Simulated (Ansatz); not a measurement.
Crystal: GeCN2.

```
Ge N C
1.0
     1.79379    1.03565    4.92196
    -1.79379    1.03565    4.92196
     0.00000   -2.07129    4.92196
Ge N C
1 2 1
Direct
  0.00000 0.00000 0.00000
  0.58390 0.58390 0.58390
  0.41610 0.41610 0.41610
  0.50000 0.50000 0.50000
```

The cell comes from a database or a generator and needn't be the stable form of this composition.

Base run:

- Program: Ansatz 0.2.0
- Functional: PBE0 form with a typed share of exact exchange
- Potentials or basis: Ansatz PAW
- Cutoff: 420 eV (not typed: the program's choice for these potentials)
- k mesh: 5 × 5 × 5
- Occupations: fermi-dirac, width 0.05 eV
- Spin: no spin polarisation

Its results: band gap on the k mesh 4.20 eV, indirect (least direct gap 5.20 eV); pressure -6.6 GPa; largest force 1.933 eV/Å.

Q: The run is repeated on the same cell with these changes: share of exact exchange from 0.5 to 0.35. What comes out?

A: Band gap on the k mesh 3.34 eV, indirect (least direct gap 4.26 eV); pressure -4.8 GPa; largest force 1.380 eV/Å.

Caveats: odd divisions of the mesh miss points on the zone boundary, where band edges often lie, so the gap on the mesh can be too wide; the PAW data sets come from PBE, with cores solved anew for the run's functional, which leaves a small shift of forces and pressure; forces of over 1 eV/Å show positions far from the minimum, so gaps and moduli don't describe the material at rest; the thresholds are loose for stress.

A k mesh can miss the band edges.
